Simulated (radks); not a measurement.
# The first electron to leave Tl

One table from this session's results is given with a row withheld; the runs are named, their logs left out.

The numbers are computed with radks (a radial shooting solver on a logarithmic mesh, Libxc functionals) version 1 (scalar-relativistic Kohn-Sham, r2SCAN, spin-polarised, spherical densities, finite nucleus; open shells are filled with parallel spins first), except any that are marked as measured or tabulated.

1 further run of the same task is left out (set aside as unsound or not needed).

**Starting point**

| Property | Result |
| --- | --- |
| element | thallium (Z = 81) |
| charge | 0 |
| electrons | 81 |
| configuration | [Hg] 6p1 |
| nuclear rms radius | 5.4759 fm |

Outer shells as boxes (Hund's rule):

Tl
```
[Hg] core
6p [↑ ][  ][  ]
```

The first run:

Settings of this run:

```text
Z 81
configuration [Hg] 6p1
relativity scalar-relativistic
functional r2scan,r2scan
spin polarised
nucleus finite rms 5.4759 fm
c 137.035999084
```

Among the steps run: The parent, Tl.

One of the session's tables, all rows but one given; the rest of the session is left out.

It belongs to the step «The parent, Tl». Radial moments (bohr):

| level | <r> | outermost maximum (interpolated) | 90 % within | nodes |
| --- | --- | --- | --- | --- |
| 5p down | 1.010 | 0.905 | 1.46 | 3 |
| 5p up | 1.010 | 0.905 | 1.46 | 3 |
| 5d up | 1.392 | 1.11 | 2.14 | 2 |
| 5d down | ? | ? | ? | ? |
| 6s up | 2.515 | 2.09 | 3.76 | 5 |
| 6s down | 2.448 | 2.06 | 3.63 | 5 |
| 6p up | 3.720 | 2.90 | 5.77 | 4 |
| 6p down | 3.517 | 2.79 | 5.39 | 4 |

**Question.** Estimate the row for 5d down.

The run gave: <r>: 1.382; outermost maximum (interpolated): 1.11; 90 % within: 2.12; nodes: 2. In the column «<r>» it lies between 5p up (1.010) and 5d up (1.392).

To keep in mind: Open shells are spherical and high-spin; term and fine-structure splittings are not resolved.
